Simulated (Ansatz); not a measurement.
# Cd (Cadmium): a single-point run

Aim: a sound single-point run of Cd (Cadmium). The structure is shown as the input types it.

Computed with Ansatz 0.2.0 (DFT, PBEsol, PAW with Ansatz's default frozen-core files, fully relativistic files with spin-orbit coupling; levels and slopes on a fine mesh, unless a step's input says otherwise).

1 further run of the same task is left out (set aside as unsound or not needed).

## Step 1: The system as given

It takes space group P6_3/mmc (No. 194, hexagonal). The conventional cell has a = 2.930 Å, b = 2.930 Å, c = 5.728 Å, α = 90.00°, β = 90.00°, γ = 120.00°. Around Cd (site symmetry -6m2) lie 12 Cd at 2.93 to 3.33 Å.

As a file:

```xyz
2
Lattice="2.9302 0.0000 0.0000 -1.4651 2.5376 0.0000 0.0000 0.0000 5.7276" Properties=species:S:1:pos:R:3 pbc="T T T"
Cd    0.0000    1.6918    1.4319
Cd    1.4651    0.8459    4.2957
```

## Step 2: The run

input.yaml

```yaml
crystal:
  lattice:
    - [2.93020576714, 0.0, 0.0]
    - [-1.46510288357, 2.53763263266, 0.0]
    - [0.0, 0.0, 5.72756379845]
  atoms:
    - { symbol: Cd, position: [0.333333333333, 0.666666666667, 0.25] }
    - { symbol: Cd, position: [0.666666666667, 0.333333333333, 0.75] }
kpoints:
  mp_grid: { grid: [14, 14, 6] }
scf:
  occupations: { method: fermi_dirac, width: 0.05 }
  max_iter: 50
hamiltonian:
  xc: pbesol
  pseudopotentials: { kind: paw_fr }
magnetization:
  NONCOLLINEAR: true
  spin_orbit: true
output:
  forces: true
  stress: true
  eigenvalues: true
  eigenstates:
    nscf_kmesh: { grid: [16, 16, 8] }
    de_dk: true
    e_range: [-14, 14]
checkpoint:
  write: ck
  write_wavefunctions: false
```

On the command line:

```sh
ansatz run input.yaml --threads 1 --pin off --max-ram 3072MiB --backend cpu --events-out ev --progress --plain --runs-dir out
```

Q: Will this input give a usable result? If not, why, and what should change?

Nothing was computed: the input was turned down at the start. Its message: «line 18 column 3: unknown field `NONCOLLINEAR`, expected one of spin_polarized, noncollinear, spin_orbit, initial_magnetization, ...»

Look at the input: magnetization.NONCOLLINEAR is true. A key is misspelt, and the program accepts no key that it doesn't know.

What to do: write the keyword in its listed form.
